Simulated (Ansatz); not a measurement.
# MoO: the cost of one run

The runs use Ansatz 0.2.0, Gaussian basis; def2-QZVPP, core rule «outside noble gas», up to 5 orbitals frozen.

The runs, in order: UHF; ROHF; CCSD(T) on UHF.

## Step 1: What is computed

The geometry is a PBE0/def2-TZVP stationary point (not a proven minimum) of the parent state, kept for this charge and spin. No spin-orbit coupling is included. Elements past krypton take def2 core potentials.

2 atoms, charge 0, spin multiplicity 5.

Atoms are counted from 1 here; the program's logs count them from 0.

Bond lengths: Mo1–O2 1.990 Å.

## Step 2: UHF

File in.yaml:

```yaml
crystal:
  periodic: [false, false, false]
  atoms:
    - {symbol: Mo, position_ang: [0.000000, 0.000000, 0.000000]}
    - {symbol: O, position_ang: [0.000000, 0.000000, 1.989800]}
basis:
  gaussian: {orbitals: "def2-QZVPP.json"}
magnetization: {spin_polarized: true, initial_magnetization: 4}
hamiltonian: {xc: hf}
output: {orbitals: {seedname: orbitals}}
```

Started as:

```console
ansatz run in.yaml --threads 1 --pin off --events-out ev --progress --plain --max-ram 3968MiB --backend cpu
```

**Question.** How long does this run take on 1 thread of AMD EPYC 7R13, shared host, and how much memory does it need?

About 19 s, with a peak of 0.3 GiB.
